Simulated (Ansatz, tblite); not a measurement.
# ZnMeF (CH3FZn): a ladder of methods and basis sets

Aim: run the singlet of ZnMeF (CH3FZn) at one geometry on many levels, and compare frontier levels, spin and run time.

Method: as each input shows; program: Ansatz 0.2.0, Gaussian basis.

Levels to be run: GFN1-xTB, GFN2-xTB, PBE-D4/def2-TZVP, r2SCAN-D4/def2-TZVP, B3LYP-D4/def2-TZVP, ωB97M-V/def2-TZVP, r2SCAN0-D4/def2-TZVP, HSE06-D4/def2-TZVP, BLYP-D4/def2-TZVP, r2SCANh-D4/def2-TZVP, LC-ωPBE/def2-TZVP, PBE-D4/def2-SVP, PBE0-D4/def2-SVP, HF/6-31G, B3LYP-D4/6-31G, CCSD(T)/def2-TZVPP, MP2/def2-TZVP, RPA/def2-TZVP.

## Step 1: The structure

The singlet was relaxed beforehand with PBE-D4/def2-TZVP.

6 atoms, charge 0, spin multiplicity 1.

Bond lengths: Zn1–C2 1.917 Å, Zn1–F6 1.769 Å, C2–H3 1.098 Å, C2–H4 1.098 Å, C2–H5 1.098 Å. Angles: C2–Zn1–F6 180.0°, Zn1–C2–H3 110.0°, Zn1–C2–H4 110.0°, Zn1–C2–H5 110.0°, H3–C2–H4 109.0°, H3–C2–H5 109.0°, H4–C2–H5 109.0°.

PBE0-D4/def2-TZVP was run before; its log isn't repeated, and its numbers join the tables.

## Step 2: GFN1-xTB

Tight binding, by tblite at 300 K electronic temperature and without a spin-polarisation term:

```python
tblite.interface.Calculator('GFN1-xTB', numbers, positions, charge=0, uhf=0).singlepoint()
```

Energy -262.8160 eV, HOMO -11.52 eV, LUMO -6.93 eV; 0.01 s.

## Step 3: GFN2-xTB

Tight binding, by tblite at 300 K electronic temperature and without a spin-polarisation term:

```python
tblite.interface.Calculator('GFN2-xTB', numbers, positions, charge=0, uhf=0).singlepoint()
```

Energy -243.8365 eV, HOMO -11.61 eV, LUMO -6.38 eV; 0.004 s.

## Step 4: PBE-D4/def2-TZVP

start.molden holds the orbitals of an earlier run on this state, given as this run's starting guess.

in.yaml reads:

```yaml
crystal:
  periodic: [false, false, false]
  atoms:
    - {symbol: Zn, position_ang: [-0.006107, 0.003117, -1.170621]}
    - {symbol: C, position_ang: [0.003889, -0.001952, 0.746141]}
    - {symbol: H, position_ang: [-0.449694, 0.922876, 1.126171]}
    - {symbol: H, position_ang: [1.035422, -0.071359, 1.115733]}
    - {symbol: H, position_ang: [-0.568192, -0.860409, 1.121980]}
    - {symbol: F, position_ang: [-0.015327, 0.007728, -2.939414]}
basis:
  gaussian: {orbitals: def2-TZVP, initial_orbitals: start.molden}
hamiltonian: {xc: pbe, dispersion: d4}
scf: {omitted_lower_state_checks: [starts]}
output: {forces: true, orbitals: {seedname: orbitals}}
```

Launch:

```sh
ansatz run in.yaml --threads 4 --pin off --events-out ev --progress --plain --max-ram 3916MiB
```

The runs that follow: r2SCAN-D4/def2-TZVP; B3LYP-D4/def2-TZVP; ωB97M-V/def2-TZVP; r2SCAN0-D4/def2-TZVP; HSE06-D4/def2-TZVP; BLYP-D4/def2-TZVP; r2SCANh-D4/def2-TZVP; LC-ωPBE/def2-TZVP; PBE-D4/def2-SVP; PBE0-D4/def2-SVP; HF/6-31G; B3LYP-D4/6-31G; CCSD(T)/def2-TZVPP; MP2/def2-TZVP; RPA/def2-TZVP.

Before running them: what should the planned runs give, taken together? Wanted: gap in def2-TZVP, named functionals, smallest and largest; correlation energy, CCSD(T)/def2-TZVPP; correlation energy, MP2/def2-TZVP; binding an atom, CCSD(T)/def2-TZVPP; PBE0 total energy, smallest basis above largest.

The runs gave:

```
                                                 quantity                                  value
gap in def2-TZVP, named functionals, smallest and largest  6.08 eV (BLYP-D4), 13.02 eV (LC-ωPBE)
                   correlation energy, CCSD(T)/def2-TZVPP                              -25.61 eV
                        correlation energy, MP2/def2-TZVP                              -23.33 eV
                      binding an atom, CCSD(T)/def2-TZVPP                               3.212 eV
          PBE0 total energy, smallest basis above largest         11.76 eV (def2-SVP, def2-TZVP)
```

**Reading.** Over the named functionals in def2-TZVP the gap runs from 6.08 eV (BLYP-D4) to 13.02 eV (LC-ωPBE); exact exchange widens it. A small miss in a minimal or small basis is a cancelling of errors, not accuracy. The functionals in def2-TZVP miss CCSD(T)/def2-TZVPP by +0.032 (BLYP-D4) to +0.122 eV (LC-ωPBE) an atom. CCSD(T)/def2-TZVPP isn't at the basis-set limit; small misses against it rank nothing.
